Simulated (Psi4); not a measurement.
**GeH2S (SMILES [SH][GeH]) at MP3/cc-pVTZ**

What is the vertical ionisation energy of GeH2S at MP3/cc-pVTZ? 

The results are computed with Psi4 1.11.

1 further run of the same task is left out (set aside as unsound or not needed).

## (1) The structure to begin with

The species is GeH2S (4 atoms), meant as a singlet with charge 0. As SMILES, `[SH][GeH]`. The shape is that of a PBE0-D4/def2-TZVP optimisation.

Bond lengths: S1–Ge2 2.225 Å, S1–H3 1.342 Å, Ge2–H4 1.595 Å. Angles: S1–Ge2–H4 93.7°, Ge2–S1–H3 100.2°.

## (2) A single-point energy at MP3/cc-pVTZ

Input file job.dat:

```
memory 1600 mb

molecule system {
  0 1
  S     -0.443300    -1.201800     0.271700
  Ge    -0.841700     0.737900    -0.743600
  H      0.779200    -0.962100     0.771200
  H      0.561200     1.365900    -0.319400
  symmetry c1
  no_reorient
  no_com
}

set puream true
set e_convergence 1e-09
set d_convergence 1e-08
set scf_type pk
set num_frozen_docc 14
set mp_type conv

energy("mp3/cc-pVTZ")
print_variables()
```

Launch:

```bash
$ psi4 -i job.dat -o job.out -n 1
```

job.out:

```text
[...]
  Running in c1 symmetry.
[...]
  Nuclear repulsion =  147.947927550731919
[...]
  Multiplicity = 1
[...]
  Nalpha       = 25
  Nbeta        = 25
[...]
    Number of basis functions: 105
[...]
   @RHF iter   1: -2472.88927446371508   -3.23188e+00   1.90915e-02 DIIS/ADIIS
[...]
   @RHF iter  13: -2474.12144710946313   -8.18545e-12   4.89140e-09 DIIS
[...]
    Orbital Energies [Eh]
    ---------------------
    Doubly Occupied:
       1A   -405.252362     2A    -91.956834     3A    -52.158137
       4A    -46.245401     5A    -46.244019     6A    -46.243247
       7A     -8.959897     8A     -7.201124     9A     -6.640912
      10A     -6.639850    11A     -6.639524    12A     -5.177175
      13A     -5.172438    14A     -5.168933    15A     -1.653216
      16A     -1.651331    17A     -1.646502    18A     -1.643422
      19A     -1.639797    20A     -0.964414    21A     -0.657603
      22A     -0.549681    23A     -0.418222    24A     -0.390210
      25A     -0.347553
[...]
  @RHF Final Energy: -2474.12144710946313
   => Energetics <=
    Nuclear Repulsion Energy =            147.9479275507319187
    One-Electron Energy =               -3741.6151437640723998
    Two-Electron Energy =                1119.5457691038775465
    Total Energy =                      -2474.1214471094626788
[...]
 Multipole Moments:
 ------------------------------------------------------------------------------------
     Multipole            Electronic (a.u.)      Nuclear  (a.u.)        Total (a.u.)
 ------------------------------------------------------------------------------------
 L = 1.  Multiply by 2.5417464519 to convert [e a0] to [Debye]
 Dipole X            :         62.0742430          -61.7690999            0.3051431
 Dipole Y            :         -8.6640415            9.0476307            0.3835893
 Dipole Z            :         35.8855048          -35.8976154           -0.0121107
 Magnitude           :                                                    0.4903057
[...]
	SCS-MP2 Total Energy (a.u.)        : -2474.46769627892763
	SOS-MP2 Total Energy (a.u.)        : -2474.46537276474965
[...]
	SOS-PI-MP2 Total Energy (a.u.)     : -2474.49182858438689
[...]
	MP2 Total Energy (a.u.)            : -2474.47234330728543
[...]
	SCS-MP3 Total Energy (a.u.)        : -2474.47413643378695
[...]
	MP3 Total Energy (a.u.)            : -2474.49810392672362
[...]
```

It took 91 s on 1 thread of Intel Xeon Platinum 8259CL at 2.50GHz (Skylake/Cascade Lake), shared host; peak memory 1.2 GiB.

## (3) The doublet cation at the same level

Input file geh2s.xyz:

```xyz
4
GeH2S
S     -0.443300    -1.201800     0.271700
Ge    -0.841700     0.737900    -0.743600
H      0.779200    -0.962100     0.771200
H      0.561200     1.365900    -0.319400
```

Input file calc.py:

```python
import psi4

psi4.set_memory('1600 MB')
psi4.set_num_threads(1)
psi4.set_output_file('psi4.out', False)

with open('geh2s.xyz') as f:
    atoms = ''.join(f.readlines()[2:])
mol = psi4.geometry('1 2\n' + atoms + 'symmetry c1')

options = {'basis': 'cc-pVTZ', 'reference': 'uhf', 'puream': True, 'e_convergence': 1e-09, 'd_convergence': 1e-08, 'scf_type': 'pk', 'num_frozen_docc': 14, 'maxiter': 200, 'mp_type': 'conv'}
psi4.set_options(options)

result, w = psi4.energy('mp3', return_wfn=True)
print('E =', round(result, 9))
```

Launch:

```bash
$ python calc.py
```

psi4.out:

```text
[...]
  Running in c1 symmetry.
[...]
  Nuclear repulsion =  147.947927550731919
[...]
  Multiplicity = 2
[...]
  Nalpha       = 25
  Nbeta        = 24
[...]
    Number of basis functions: 105
[...]
   @UHF iter   1: -2472.56711894333193   -2.90973e+00   1.88458e-02 DIIS/ADIIS
[...]
   @UHF iter  21: -2473.80876455080625   -6.36646e-12   6.66221e-09 DIIS
[...]
   @S^2 Observed:                7.733706236E-01
[...]
    Orbital Energies [Eh]
    ---------------------
    Alpha Occupied:
       1A   -405.556122     2A    -92.193922     3A    -52.459646
       4A    -46.547029     5A    -46.546610     6A    -46.544688
       7A     -9.194200     8A     -7.504460     9A     -6.876111
      10A     -6.873889    11A     -6.872145    12A     -5.479189
      13A     -5.477709    14A     -5.471390    15A     -1.954197
      16A     -1.952026    17A     -1.949573    18A     -1.946317
      19A     -1.943141    20A     -1.193600    21A     -0.936873
      22A     -0.784358    23A     -0.676323    24A     -0.646361
      25A     -0.601446
    Alpha Virtual:
[...]
  @UHF Final Energy: -2473.80876455080625
   => Energetics <=
    Nuclear Repulsion Energy =            147.9479275507319187
    One-Electron Energy =               -3727.9809503071683139
    Two-Electron Energy =                1106.2242582056298943
    Total Energy =                      -2473.8087645508066998
  UHF NO Occupations:
  HONO-2 :   23  A 1.9973052
  HONO-1 :   24  A 1.9923228
[...]
 Multipole Moments:
 ------------------------------------------------------------------------------------
     Multipole            Electronic (a.u.)      Nuclear  (a.u.)        Total (a.u.)
 ------------------------------------------------------------------------------------
 L = 1.  Multiply by 2.5417464519 to convert [e a0] to [Debye]
 Dipole X            :         -3.7018302            3.9383739            0.2365437
 Dipole Y            :          6.2322260           -5.4256735            0.8065524
 Dipole Z            :         -4.4523729            4.2278567           -0.2245162
 Magnitude           :                                                    0.8699927
[...]
	SCS-MP2 Total Energy (a.u.)        : -2474.12309913786930
	SOS-MP2 Total Energy (a.u.)        : -2474.12015814349070
[...]
	SOS-PI-MP2 Total Energy (a.u.)     : -2474.14411149677380
[...]
	MP2 Total Energy (a.u.)            : -2474.12898112662606
[...]
	SCS-MP3 Total Energy (a.u.)        : -2474.12894661858809
[...]
	MP3 Total Energy (a.u.)            : -2474.15237104950165
[...]
```

On the terminal:

```text
E = -2474.15237105
```

It took 1.7 min on 1 thread of Intel Xeon Platinum 8259CL at 2.50GHz (Skylake/Cascade Lake), shared host; peak memory 1.2 GiB.

## (4) Outcome

Level: MP3/cc-pVTZ, 14 core orbitals frozen.

| quantity | value |
| --- | --- |
| singlet GeH2S: total energy | -2474.49810 Eh |
| singlet GeH2S: HOMO energy (Hartree–Fock orbitals) | -9.46 eV |
| singlet GeH2S: LUMO energy (Hartree–Fock orbitals) | 0.38 eV |
| singlet GeH2S: HOMO–LUMO gap (Hartree–Fock orbitals) | 9.84 eV |
| singlet GeH2S: correlation energy (14 core orbitals frozen) | -376.7 mEh |
| doublet cation: total energy | -2474.15237 Eh |
| doublet cation: HOMO energy (Hartree–Fock orbitals) (highest over α and β) | -16.37 eV |
| doublet cation: LUMO energy (Hartree–Fock orbitals) (lowest over α and β) | -7.62 eV |
| doublet cation: correlation energy (14 core orbitals frozen) | -343.6 mEh |
| doublet cation: ⟨S²⟩ of the reference determinant | 0.773 |
| vertical ionisation energy (to the doublet cation) | 9.408 eV |

Removing an electron at fixed nuclei costs 9.41 eV (908 kJ/mol).
